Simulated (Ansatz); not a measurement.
**LiSnGe: a short molecular-dynamics run**

Aim: set LiSnGe (a randomly packed cell, 12 atoms, not relaxed) in motion for 30 steps of 1.5 fs at constant energy, with velocities drawn for 2000 K, and see how temperature, energy and positions respond.

Program: Ansatz 0.2.0. Level of theory: DFT PBE, plane waves, PAW, scalar-relativistic, no spin polarisation. These are calculated values, not measurements.

### 1 The structure to begin with

The cell holds 12 atoms (Ge4Li4Sn4): a = 6.609 Å, b = 6.594 Å, c = 6.125 Å, α = 91.76°, β = 91.29°, γ = 98.77°.

Structure file:

```
Li Sn Ge
1.0
     6.49185   -1.19703    0.31149
     0.19205    6.59071    0.00837
    -0.46695   -0.18185    6.10474
Li Sn Ge
4 4 4
Direct
  0.87148 0.42341 0.37437
  0.81935 0.82814 0.46222
  0.89546 0.19432 0.95319
  0.16790 0.17311 0.30276
  0.56701 0.07838 0.24144
  0.94597 0.75498 0.01765
  0.17876 0.47657 0.72587
  0.49838 0.65486 0.05020
  0.22198 0.74103 0.37326
  0.58667 0.39267 0.69985
  0.15888 0.00415 0.70598
  0.55651 0.97619 0.74687
```

### 2 The run

File input.yaml:

```yaml
crystal:
  lattice:
    - [6.491851, -1.197033, 0.311486]
    - [0.192046, 6.590709, 0.008374]
    - [-0.466947, -0.181845, 6.104736]
  atoms:
    - { symbol: Li, position: [0.871484, 0.423413, 0.374366] }
    - { symbol: Li, position: [0.819352, 0.828143, 0.462224] }
    - { symbol: Li, position: [0.895463, 0.194324, 0.953187] }
    - { symbol: Li, position: [0.167898, 0.173111, 0.302762] }
    - { symbol: Sn, position: [0.567011, 0.078381, 0.241443] }
    - { symbol: Sn, position: [0.945966, 0.754981, 0.017647] }
    - { symbol: Sn, position: [0.178763, 0.476566, 0.725872] }
    - { symbol: Sn, position: [0.498382, 0.654857, 0.050198] }
    - { symbol: Ge, position: [0.221976, 0.74103, 0.373262] }
    - { symbol: Ge, position: [0.586671, 0.392671, 0.699847] }
    - { symbol: Ge, position: [0.158877, 0.004146, 0.705981] }
    - { symbol: Ge, position: [0.556507, 0.976192, 0.746875] }
kpoints:
  mp_grid: { grid: [2, 2, 3] }
magnetization:
  spin_polarized: false
scf:
  occupations: { method: fermi_dirac, width: 0.1 }
hamiltonian:
  pseudopotentials: { kind: paw }
  xc: pbe
basis:
  ecutwfc: 420
md:
  timestep: 1.5
  n_steps: 30
  ensemble: nve
  temperature: 2000.0
  initial_velocities: maxwell_boltzmann
  seed: 497753
```

Started as:

```
$ ansatz run input.yaml --threads 2 --pin off --max-ram 2560MiB --backend cpu --events-out ev --progress --plain --runs-dir out
```

Standard output, cut to the lines that bear on the results:

```text
Warning: md: disabling space-group detection — thermal motion breaks the input geometry's symmetry, so no spatial operation reduces the k-mesh or symmetrises the density; time reversal is kept, so that k and −k are solved as one point where they differ and the mesh holds both, and exact [...]
Warning: RAYON_NUM_THREADS=2 ignored (pool sized by the plan → 2); use --threads N
[...]
Pseudopotentials: kind: paw
Pseudopotential: Li, paw, valence charge 3, recommended cutoff 420 eV (normal), Li.paw.azcp
Pseudopotential: Sn, paw, valence charge 14, recommended cutoff 420 eV (normal), Sn.paw.azcp
Pseudopotential: Ge, paw, valence charge 14, recommended cutoff 420 eV (normal), Ge.paw.azcp
Functional definition: PBE
[...]
Crystal: 12 atoms, lattice volume = 263.562 Å³
Basis set: ecut = 420 eV, 5131 PW (Γ), exchange–correlation on 90×90×90 points (8 copies of the dense FFT grid, shifted against one another)
Bands: 75, of which v1, the nominal top of the filled ones, is band 62 counted from 1 (61 counted from 0)
Symmetry: 1 space group operations
k-points: 8 of 12 (time reversal used)
[...]
SCF iter   1: F=—  HF=-42094.950429 eV  |F-HF|=—  |Δ(HF+E_count)|=         —  Δρ=3.18e-3  dr2=7.12e-2  ethr=1.77e-3  ⟨swp⟩=7.8  Hψ=2456  notcnv=0  defer=4
[...]
md step     0: t =     0.00 fs  T =  2000.0 K  F+E_penalty+E_count = -42094.93083433 eV  E_kin = 2.843720 eV  conserved = -42092.08711435 eV  (11 SCF iters)
[...]
md step     7: t =    10.50 fs  T =  1859.9 K  F+E_penalty+E_count = -42094.73159516 eV  E_kin = 2.644451 eV  conserved = -42092.08714392 eV  (4 SCF iters)
[...]
md step    14: t =    21.00 fs  T =  1521.1 K  F+E_penalty+E_count = -42094.24924089 eV  E_kin = 2.162791 eV  conserved = -42092.08644948 eV  (4 SCF iters)
[...]
md step    21: t =    31.50 fs  T =  1343.9 K  F+E_penalty+E_count = -42093.99727838 eV  E_kin = 1.910876 eV  conserved = -42092.08640279 eV  (4 SCF iters)
[...]
md step    28: t =    42.00 fs  T =  1348.6 K  F+E_penalty+E_count = -42094.00481574 eV  E_kin = 1.917501 eV  conserved = -42092.08731500 eV  (4 SCF iters)
md step    29: t =    43.50 fs  T =  1337.5 K  F+E_penalty+E_count = -42093.98906371 eV  E_kin = 1.901759 eV  conserved = -42092.08730497 eV  (3 SCF iters)
[...]
md step    30: t =    45.00 fs  T =  1321.6 K  F+E_penalty+E_count = -42093.96643164 eV  E_kin = 1.879187 eV  conserved = -42092.08724441 eV  (9 SCF iters)
SCF converged after 9 iterations
Free energy (F): -42093.966432 eV
[...]
E sigma→0 (E₀):  -42093.870042 eV
Entropy (-TS):   -0.192778 eV (-16.065 meV/atom)
Fermi energy:    7.791162 eV
[...]
--- Forces (eV/Å), atoms counted from 1 ---
  atom   1  Li    -0.05581227     0.05669762    -0.38559284
  atom   2  Li     0.28805631     0.29789909    -0.68440315
  atom   3  Li    -0.64720914    -0.37417170     0.09528049
  atom   4  Li     0.02891120     0.58812017     0.01633341
  atom   5  Sn     0.43865131     1.12564508     1.39181616
  atom   6  Sn    -0.10753548    -0.06381560     0.83997770
  atom   7  Sn     0.79328300     0.13234807    -1.00039517
  atom   8  Sn     0.07653436    -1.82422944     0.78311497
[...]
--- MD trajectory: 30 steps, t = 0.0 → 45.0 fs ---
  final state: T = 1321.6 K   F+E_penalty+E_count = -42093.96643164 eV   E_kin = 1.879187 eV
  conserved energy: peak-to-peak 1.141e-3 eV (9.509e-5 eV/atom) over 45.0 fs
```

Wall time 4.9 min (2 threads of Arm Neoverse N1, shared host); peak memory 0.73 GiB.

### 3 The trajectory

The trajectory, every 3 steps (energies from step 0); msd is the mean square displacement from the start, the centre of mass held:

```
time (fs)  T (K)  potential energy change (meV/atom)  total energy change (meV/atom)  msd Li (Å²)  msd Ge (Å²)  msd Sn (Å²)
      0.0   2000                                 0.0                            0.00        0.000        0.000        0.000
      4.5   1975                                 3.0                           -0.01        0.012        0.001        0.001
      9.0   1897                                12.2                           -0.01        0.045        0.005        0.003
     13.5   1772                                27.0                            0.01        0.098        0.011        0.008
     18.0   1620                                45.1                            0.03        0.161        0.020        0.013
     22.5   1477                                62.1                            0.06        0.224        0.030        0.020
     27.0   1379                                73.6                            0.08        0.280        0.043        0.028
     31.5   1344                                77.8                            0.06        0.321        0.057        0.037
     36.0   1351                                77.0                            0.02        0.349        0.073        0.047
     40.5   1355                                76.4                           -0.01        0.368        0.090        0.058
     45.0   1322                                80.4                           -0.01        0.384        0.108        0.069
```

time (fs), T (K) and a bar:
```
      0.0       2000 ##############################
      1.5       1997 ##############################
      4.5       1975 #############################
      6.0       1955 ############################
      7.5       1929 ###########################
     10.5       1860 ########################
     12.0       1818 ######################
     13.5       1772 ####################
     15.0       1723 ##################
     18.0       1620 #############
     19.5       1569 ###########
     21.0       1521 #########
     24.0       1438 #####
     25.5       1405 ####
     27.0       1379 ###
     30.0       1349 #
     31.5       1344 #
     33.0       1344 #
     34.5       1346 #
     37.5       1355 #
     39.0       1356 ##
     40.5       1355 #
     43.5       1338 #
     45.0       1322
```

Pair distribution over the second half of the run:

```
r (Å)  g Li–Li  g Li–Sn  g Li–Ge
 0.68     0.00     0.00     0.00
 0.84     0.00     0.00     0.00
 1.00     0.00     0.00     0.00
 1.16     0.00     0.00     0.00
 1.32     0.00     0.00     0.00
 1.48     0.00     0.00     0.00
 1.64     0.00     0.00     0.00
 1.80     0.00     0.00     0.00
 1.96     0.00     0.00     0.00
 2.12     0.00     0.00     0.00
 2.28     0.00     0.00     1.29
 2.44     0.00     0.28     2.36
 2.60     0.00     1.41     2.17
 2.76     0.42     3.13     2.07
 2.92     1.92     1.90     2.98
```

First peaks of g(r) (not always the tallest), and, where a minimum follows, the mean number of second-named atoms round a first-named one up to the next minimum:

```
 pair  peak (Å)  height  minimum (Å)  neighbours
Li–Ge      2.52     3.1            -           -
```

### 4 Frames from the trajectory

Extended XYZ, with forces in eV/Å:

```xyz
12
Lattice="6.492 -1.197 0.311 0.192 6.591 0.008 -0.467 -0.182 6.105" Properties=species:S:1:pos:R:3:forces:R:3 pbc="T T T" time_fs=6.0 T=1955 dE=0.0642
Li    5.602    1.659    2.676   -0.208   -0.077   -0.218
Li    5.220    4.358    3.188   -0.034    0.046    0.116
Li    5.286   -0.013    6.094    0.135    0.310   -0.417
Li    0.995    0.697    1.878   -0.033    0.094    0.009
Sn    3.596   -0.230    1.611    0.282    0.760    0.370
Sn    6.280    3.846    0.375    0.242   -0.333   -0.018
Sn    0.899    2.787    4.539   -0.289   -0.436   -0.320
Sn    3.338    3.716    0.469    0.108   -0.817    0.302
Ge    1.415    4.558    2.359   -0.288    0.169    0.379
Ge    3.558    1.813    4.413    0.140   -0.910   -0.056
Ge    0.722   -0.267    4.380    0.701    0.357    0.118
Ge    3.435    5.606    4.782   -0.756    0.836   -0.263
12
Lattice="6.492 -1.197 0.311 0.192 6.591 0.008 -0.467 -0.182 6.105" Properties=species:S:1:pos:R:3:forces:R:3 pbc="T T T" time_fs=12.0 T=1818 dE=0.2590
Li    5.630    1.635    2.780   -0.176   -0.175   -0.420
Li    5.176    4.326    3.297    0.021    0.045   -0.013
Li    5.175   -0.047    6.068    0.555    0.470   -0.430
Li    1.007    0.513    1.854   -0.210    0.388   -0.076
Sn    3.610   -0.251    1.573    0.256    0.800    0.632
Sn    6.282    3.851    0.340    0.174   -0.347    0.171
Sn    0.883    2.777    4.586   -0.172   -0.481   -0.365
Sn    3.338    3.720    0.472    0.085   -1.134    0.394
Ge    1.420    4.565    2.365   -0.312   -0.039    0.435
Ge    3.560    1.863    4.368    0.011   -0.809    0.097
Ge    0.745   -0.240    4.402    0.599    0.364    0.066
Ge    3.415    5.584    4.821   -0.831    0.919   -0.493
12
Lattice="6.492 -1.197 0.311 0.192 6.591 0.008 -0.467 -0.182 6.105" Properties=species:S:1:pos:R:3:forces:R:3 pbc="T T T" time_fs=16.5 T=1672 dE=0.4672
Li    5.646    1.611    2.845   -0.155   -0.220   -0.543
Li    5.143    4.303    3.380    0.072    0.053   -0.105
Li    5.108   -0.057    6.034    0.841    0.574   -0.431
Li    1.009    0.388    1.834   -0.317    0.678   -0.137
Sn    3.620   -0.266    1.545    0.222    0.839    0.843
Sn    6.284    3.854    0.315    0.124   -0.339    0.280
Sn    0.872    2.769    4.620   -0.067   -0.505   -0.396
Sn    3.338    3.721    0.476    0.061   -1.371    0.460
Ge    1.423    4.571    2.371   -0.312   -0.288    0.508
Ge    3.562    1.898    4.334   -0.090   -0.716    0.204
Ge    0.764   -0.220    4.418    0.496    0.359   -0.004
Ge    3.397    5.570    4.850   -0.875    0.937   -0.680
12
Lattice="6.492 -1.197 0.311 0.192 6.591 0.008 -0.467 -0.182 6.105" Properties=species:S:1:pos:R:3:forces:R:3 pbc="T T T" time_fs=22.5 T=1477 dE=0.7448
Li    5.659    1.570    2.908   -0.128   -0.244   -0.646
Li    5.103    4.275    3.484    0.149    0.077   -0.233
Li    5.056   -0.045    5.970    1.047    0.646   -0.401
Li    0.999    0.252    1.801   -0.398    1.097   -0.214
Sn    3.635   -0.283    1.510    0.210    0.911    1.086
Sn    6.288    3.857    0.282    0.057   -0.306    0.397
Sn    0.856    2.757    4.665    0.066   -0.511   -0.452
Sn    3.338    3.718    0.481    0.029   -1.651    0.547
Ge    1.426    4.578    2.381   -0.289   -0.680    0.646
Ge    3.563    1.942    4.290   -0.212   -0.608    0.323
Ge    0.791   -0.190    4.439    0.321    0.338   -0.135
Ge    3.370    5.556    4.884   -0.853    0.930   -0.916
12
Lattice="6.492 -1.197 0.311 0.192 6.591 0.008 -0.467 -0.182 6.105" Properties=species:S:1:pos:R:3:forces:R:3 pbc="T T T" time_fs=28.5 T=1361 dE=0.9099
Li    5.666    1.517    2.938   -0.101   -0.228   -0.670
Li    5.071    4.251    3.577    0.224    0.120   -0.373
Li    5.055   -0.001    5.887    0.927    0.575   -0.323
Li    0.968    0.170    1.757   -0.389    1.365   -0.254
Sn    3.650   -0.297    1.478    0.269    1.001    1.240
Sn    6.291    3.859    0.250   -0.007   -0.256    0.508
Sn    0.840    2.744    4.709    0.182   -0.465   -0.545
Sn    3.339    3.711    0.488    0.011   -1.850    0.630
Ge    1.427    4.581    2.395   -0.257   -0.940    0.764
Ge    3.564    1.983    4.247   -0.309   -0.544    0.401
Ge    0.820   -0.160    4.460    0.105    0.300   -0.288
Ge    3.339    5.546    4.915   -0.656    0.923   -1.090
12
Lattice="6.492 -1.197 0.311 0.192 6.591 0.008 -0.467 -0.182 6.105" Properties=species:S:1:pos:R:3:forces:R:3 pbc="T T T" time_fs=33.0 T=1344 dE=0.9340
Li    5.668    1.470    2.939   -0.081   -0.188   -0.637
Li    5.054    4.237    3.635    0.268    0.165   -0.480
Li    5.085    0.050    5.813    0.621    0.404   -0.233
Li    0.933    0.153    1.717   -0.318    1.339   -0.224
Sn    3.662   -0.306    1.456    0.340    1.067    1.304
Sn    6.294    3.861    0.227   -0.048   -0.212    0.598
Sn    0.829    2.733    4.741    0.276   -0.379   -0.646
Sn    3.339    3.702    0.494    0.013   -1.930    0.685
Ge    1.427    4.581    2.407   -0.246   -0.918    0.777
Ge    3.563    2.012    4.216   -0.358   -0.531    0.431
Ge    0.842   -0.136    4.475   -0.081    0.264   -0.401
Ge    3.314    5.542    4.934   -0.385    0.920   -1.174
12
Lattice="6.492 -1.197 0.311 0.192 6.591 0.008 -0.467 -0.182 6.105" Properties=species:S:1:pos:R:3:forces:R:3 pbc="T T T" time_fs=39.0 T=1356 dE=0.9150
Li    5.667    1.399    2.913   -0.061   -0.091   -0.536
Li    5.043    4.225    3.690    0.297    0.234   -0.605
Li    5.150    0.135    5.706    0.026    0.049   -0.076
Li    0.872    0.187    1.653   -0.159    1.025   -0.108
Sn    3.679   -0.315    1.431    0.417    1.126    1.358
Sn    6.297    3.862    0.198   -0.085   -0.145    0.725
Sn    0.814    2.717    4.781    0.470   -0.174   -0.819
Sn    3.340    3.685    0.504    0.036   -1.934    0.744
Ge    1.426    4.577    2.427   -0.260   -0.635    0.668
Ge    3.561    2.049    4.177   -0.388   -0.545    0.435
Ge    0.871   -0.102    4.493   -0.360    0.213   -0.539
Ge    3.278    5.539    4.955    0.066    0.878   -1.247
12
Lattice="6.492 -1.197 0.311 0.192 6.591 0.008 -0.467 -0.182 6.105" Properties=species:S:1:pos:R:3:forces:R:3 pbc="T T T" time_fs=45.0 T=1322 dE=0.9644
Li    5.663    1.324    2.861   -0.056    0.057   -0.386
Li    5.046    4.226    3.716    0.288    0.298   -0.684
Li    5.216    0.223    5.594   -0.647   -0.374    0.095
Li    0.803    0.272    1.584    0.029    0.588    0.016
Sn    3.698   -0.321    1.410    0.439    1.126    1.392
Sn    6.300    3.862    0.171   -0.108   -0.064    0.840
Sn    0.801    2.701    4.820    0.793    0.132   -1.000
Sn    3.341    3.662    0.517    0.077   -1.824    0.783
Ge    1.423    4.569    2.450   -0.280   -0.280    0.486
Ge    3.557    2.083    4.139   -0.380   -0.562    0.405
Ge    0.898   -0.068    4.509   -0.668    0.167   -0.662
Ge    3.243    5.541    4.970    0.514    0.737   -1.284
```

### 5 What came out

| quantity | value |
| --- | --- |
| length | 30 steps of 1.5 fs |
| temperature, first and last step | 2000 and 1322 K |
| temperature, second half | mean 1367 K, from 1322 to 1477 K |
| potential energy, second half | +75 meV/atom from the start |
| largest change of the total energy | 0.08 meV/atom |
| mean square displacement, second half | Li 0.324, Ge 0.066, Sn 0.043 Å² |

**Reading.** The temperature starts at 2000 K and averages 1367 K in the second half, where it still falls, from 1477 to 1322 K. The total energy strays from its start by at most 0.08 meV/atom, under 0.1 % of the mean kinetic energy, which is good for a step of 1.5 fs. Over the second half Li atoms stand 0.6 Å (root mean square) from where they began, and the farthest move is 0.8 Å. 45 fs on 12 atoms is far too short and small for converged averages. The k-mesh is coarse for this cell.
